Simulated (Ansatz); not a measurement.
# MgPtCl4: the cost of one run

Program: Ansatz 0.2.0. Level of theory: DFT PBE, scalar-relativistic, plane waves, PAW. These are calculated values, not measurements.

2 further runs of the same task are left out: 1 that didn't finish, 1 set aside as unsound or not needed.

## 1. The structure to begin with

Symmetry: F-43m, No. 216, cubic system. Conventional cell: a = 8.254 Å, b = 8.254 Å, c = 8.254 Å, α = 90.00°, β = 90.00°, γ = 90.00°. Around Mg (site symmetry -43m) lie 12 Cl at 3.42 Å and 4 Pt at 3.57 Å. Pt (site symmetry -43m) is surrounded by 12 Cl at 3.42 Å and 4 Mg at 3.57 Å. Around Cl (site symmetry 3m) lie 6 Cl at 2.90 to 2.93 Å and 3 Pt at 3.42 Å and 3 Mg at 3.42 Å.

Coordinates:

```cif
data_structure
_symmetry_space_group_name_H-M 'P 1'
_symmetry_Int_Tables_number 1
_cell_length_a 5.8362
_cell_length_b 5.8362
_cell_length_c 5.8362
_cell_angle_alpha 60.000
_cell_angle_beta 60.000
_cell_angle_gamma 60.000
_cell_volume 140.57
loop_
_atom_site_label
_atom_site_type_symbol
_atom_site_fract_x
_atom_site_fract_y
_atom_site_fract_z
_atom_site_occupancy
Mg1 Mg 0.00000 0.00000 0.00000 1
Pt1 Pt 0.75000 0.75000 0.75000 1
Cl1 Cl 0.87322 0.37559 0.37559 1
Cl2 Cl 0.37559 0.37559 0.37559 1
Cl3 Cl 0.37559 0.87322 0.37559 1
Cl4 Cl 0.37559 0.37559 0.87322 1
```

A structure generator made this guess: species swapped into a database cell of NdInPt4 (F-43m, No. 216), with Mg on the Nd sites, Pt on the In sites and Cl on the Pt sites. The dimensions are guesses.

## 2. A first look at the guess

Input file input.yaml:

```yaml
crystal:
  lattice:
    - [0.0, 4.1268271, 4.1268271]
    - [4.1268271, 0.0, 4.1268271]
    - [4.1268271, 4.1268271, 0.0]
  atoms:
    - { symbol: Mg, position: [0.0, 0.0, 0.0] }
    - { symbol: Pt, position: [0.75, 0.75, 0.75] }
    - { symbol: Cl, position: [0.87321839, 0.37559387, 0.37559387] }
    - { symbol: Cl, position: [0.37559387, 0.37559387, 0.37559387] }
    - { symbol: Cl, position: [0.37559387, 0.87321839, 0.37559387] }
    - { symbol: Cl, position: [0.37559387, 0.37559387, 0.87321839] }
basis:
  ecutwfc: 420
kpoints:
  mp_grid: { grid: [4, 4, 4] }
hamiltonian:
  xc: pbe
scf:
  occupations: { method: gaussian, width: 0.1 }
  lower_state_search: "off"
output:
  forces: true
  stress: true
  eigenvalues: true
```

The run is started by

```
ansatz run input.yaml --threads 1 --pin off --max-ram 2048MiB --backend cpu --events-out ev --progress --plain --runs-dir out
```

Q: Estimate wall time and peak memory on 1 thread of AMD EPYC 9R14 (Zen 4), shared host.

About 1.8 s, with a peak of 0.41 GiB.
